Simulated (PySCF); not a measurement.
# Ways to converge the SCF of AsS

The same problem is solved with other solver options, one edit a run.

Method: each script names its method and basis; program: PySCF 2.14.0.

## Step 1: The starting structure

AsS: 2 atoms, charge 0, spin multiplicity 2.

Bond lengths: As1–S2 2.160 Å.

## Step 2: Base script

input.py

```python
from pyscf import gto, scf, mp

mol = gto.M(
    atom='As 0 0 0; S 0 0 2.16',
    basis='6-31g*',
    charge=0,
    spin=1,
    verbose=4,
)
mf = scf.ROHF(mol)
mf.kernel()
mp.MP2(mf, frozen=14).kernel()
mf.dip_moment()
print('orbital energies (hartree):', mf.mo_energy[..., max(0, mol.nelec[1]-3):mol.nelec[0]+3].round(4))
```

Command:

```console
> python input.py
```

Its log is not repeated here.

Base result: E(SCF) = -2631.395936 Eh, 12 cycles, E(MP2) − E(SCF) = -0.36893 Eh, μ = 2.75 D (of the SCF density).

The bond length is a typed value, not an optimised one. On these ROHF orbitals the MP2 class gives a UMP2 expression without the singles term, not ROMP2.

## Step 3: Second-order solver on

Edit 1 changes second-order solver: off → on.

input.py

```python
from pyscf import gto, scf, mp

mol = gto.M(
    atom='As 0 0 0; S 0 0 2.16',
    basis='6-31g*',
    charge=0,
    spin=1,
    verbose=4,
)
mf = scf.ROHF(mol)
mf = mf.newton()
mf.kernel()
mp.MP2(mf, frozen=14).kernel()
mf.dip_moment()
print('orbital energies (hartree):', mf.mo_energy[..., max(0, mol.nelec[1]-3):mol.nelec[0]+3].round(4))
```

Command:

```console
> python input.py
```

## Step 4: Initial guess chk

Edit 2 changes initial guess: minao → chk.

input.py: that of step 2 with these lines changed.

```diff
@@ -10,2 +10,3 @@
 mf = scf.ROHF(mol)
+mf.init_guess = 'chk'
 mf.kernel()
```

## Step 5: Damping 0.8

Edit 3 changes damping: none → 0.8.

input.py: that of step 2 with these lines changed.

```diff
@@ -10,2 +10,3 @@
 mf = scf.ROHF(mol)
+mf.damp = 0.8
 mf.kernel()
```

Q: Predict the outcome of this session. Wanted: for each run, E(SCF); from base; SCF dipole; after the SCF.

The runs gave:

```tsv
run	E(SCF) (hartree)	from base (eV)	cycles	SCF dipole (D)	after the SCF
base	-2631.395936	0	12	2.75	MP2 correlation -10.039 eV, core frozen
second-order solver on	-2631.395936	0.0000	5 macro	2.75	MP2 correlation -10.039 eV, core frozen
initial guess chk	-2631.395936	0.0000	12	2.75	MP2 correlation -10.039 eV, core frozen
damping 0.8	-2631.395936	0.0000	12	2.75	MP2 correlation -10.039 eV, core frozen
```

Distance from each run's final energy (log10 hartree) by cycle:

```tsv
run	cycle 1	cycle 2	cycle 3	cycle 5	cycle 8	cycle 12
base	-1.4	-1.3	-2.6	-3.2	-5.0	< -11
second-order solver on	-2.3	-3.3	-7.3	< -11	done	done
initial guess chk	-1.4	-1.3	-2.6	-3.2	-5.0	< -11
damping 0.8	-1.4	-1.3	-2.6	-3.2	-5.0	< -11
```

**Reading.** The SCF energy stays the same, to the digits that matter, with second-order solver on or initial guess chk or damping 0.8. PySCF falls back to minao for a guess that it doesn't know or can't read, so that run repeats the base. With initial guess chk, damping 0.8 the path hardly changes: 12 cycles against 12. The cycles with damping 0.8 repeat those of the base digit for digit, so the setting never acted.
